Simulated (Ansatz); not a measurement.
YTe, space group Fm-3m, a phonon calculation by linear response

With Ansatz 0.2.0 through its Python package.

Notebook, run cell by cell (the value of a cell's last expression is shown):

**Cell 1**
```python
from pathlib import Path
import warnings

import ansatz as az
import numpy as np
from pymatgen.core import Lattice, Structure
from pymatgen.io.ase import AseAtomsAdaptor
```

**Cell 2**
```python
SMEARING = 'methfessel_paxton'
SIGMA = 0.1
MESH = (10, 10, 10)
```

**Cell 3**
```python
warnings.simplefilter('ignore', az.DeckWarning)
```

**Cell 4**
```python
pmg_structure = Structure(
    Lattice([(0.0, 3.04, 3.04), (3.04, 0.0, 3.04), (3.04, 3.04, 0.0)]),
    ['Y', 'Te'],
    [
        (0.5, 0.5, 0.5),
        (0.0, 0.0, 0.0),
    ],
)
cell = az.Crystal.from_ase(AseAtomsAdaptor.get_atoms(pmg_structure))
```

**Cell 5**
```python
len(cell.resolved().sites)
```
Output:
```text
2
```

**Cell 6**
```python
calc = (
    cell.calculation()
    .functional(az.Functional.LDA)
    .pseudopotentials('paw')
    .occupations(SMEARING, width=SIGMA)  # fractional filling near the Fermi level
    .kpoints(*MESH)  # sampling of the Brillouin zone
    .phonons('dfpt')
)
done = calc.run(threads=1, backend='cpu', runs_dir='runs')
ph = done.phonons

print('Gamma modes (1/cm):', ' '.join(f'{w:.1f}' for w in ph.gamma_omega_inv_cm))
print('in meV:', ' '.join(f'{w * 0.1239842:.2f}' for w in ph.gamma_omega_inv_cm))
```
Output:
```text
Gamma modes (1/cm): 0.0 0.0 0.0 173.6 173.6 173.6
in meV: 0.00 0.00 0.00 21.52 21.52 21.52
```

Notes:
- The run is spin-unpolarised.
- The cell isn't relaxed first, so the values belong to this volume.
- Of the deposited cell: the entry's cell lengths or inner coordinates differ somewhat from later room-temperature determinations.
- The structure is a deposited one; some such entries were measured under pressure or heat, so a shift against it needn't be the functional's error alone.
- The structure is taken as given; imaginary modes can come from an unrelaxed or unstable start. Phonons of metals also depend on mesh and smearing.
- Timing: 25 s on 1 thread of Arm Neoverse V2, with other jobs on the host, peak memory 0.61 GiB.
